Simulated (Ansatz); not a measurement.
# AlCl2H6NO: the cost of one run

Program: Ansatz 0.2.0. Level of theory: RKS r2SCAN-D4/cc-pVDZ. These are calculated values, not measurements.

1 further run of the same task is left out (it didn't finish).

### Step 1. Starting point

Bond lengths: Al1–Cl3 2.024 Å, Al1–Cl4 2.021 Å, Al1–N6 2.238 Å, N6–H9 1.012 Å, N6–H10 1.011 Å, O8–H11 0.959 Å. Angles: Cl3–Al1–Cl4 131.0°, Cl3–Al1–N6 108.5°, Cl4–Al1–N6 108.1°, Al1–N6–H9 118.9°, Al1–N6–H10 116.5°, H9–N6–H10 108.2°.

As a file:

```xyz
11

Al   -0.9639    0.3649   -1.1960
H     0.9154   -0.2973   -1.4011
Cl   -2.2445   -1.0660   -1.8351
Cl   -0.8269    2.3264   -1.6644
H     0.6046   -0.0593    1.0127
N    -0.7174    0.1609    1.0189
H     1.4282   -0.3146   -0.5603
O     1.8103   -0.2967    0.6602
H    -1.1632   -0.6149    1.4911
H    -0.8691    0.9954    1.5691
H     2.0265   -1.1989    0.9049
```

### Step 2. Pulling towards end A

Springs on the bonds that form and break draw the guess towards this end; the thresholds are loose.

The input, input.yaml:

```yaml
crystal:
  periodic: [false, false, false]
  atoms:
    - { symbol: Al, position_ang: [-0.9639, 0.3649, -1.196] }
    - { symbol: H, position_ang: [0.9154, -0.2973, -1.4011] }
    - { symbol: Cl, position_ang: [-2.2445, -1.066, -1.8351] }
    - { symbol: Cl, position_ang: [-0.8269, 2.3264, -1.6644] }
    - { symbol: H, position_ang: [0.6046, -0.0593, 1.0127] }
    - { symbol: "N", position_ang: [-0.7174, 0.1609, 1.0189] }
    - { symbol: H, position_ang: [1.4282, -0.3146, -0.5603] }
    - { symbol: O, position_ang: [1.8103, -0.2967, 0.6602] }
    - { symbol: H, position_ang: [-1.1632, -0.6149, 1.4911] }
    - { symbol: H, position_ang: [-0.8691, 0.9954, 1.5691] }
    - { symbol: H, position_ang: [2.0265, -1.1989, 0.9049] }
basis:
  gaussian: { orbitals: cc-pVDZ }
hamiltonian:
  xc: r2scan
  dispersion: d4
relax:
  f_tol: 0.15
  max_steps: 25
  restrain:
    - { distance: [0, 5], at: 3.22, k: 30.0 }
    - { distance: [4, 7], at: 2.27, k: 30.0 }
    - { distance: [6, 1], at: 1.92, k: 30.0 }
    - { distance: [0, 1], at: 1.52, k: 30.0 }
    - { distance: [4, 5], at: 1.02, k: 30.0 }
    - { distance: [6, 7], at: 0.97, k: 30.0 }
```

Started as:

```
$ ansatz run input.yaml --threads 4 --pin off --max-ram 5120MiB --backend cpu --events-out ev --progress --plain --runs-dir out
```

What time and memory should one allow on 4 threads of Arm Neoverse N1, shared host?

About 54 s, with a peak of 0.22 GiB.
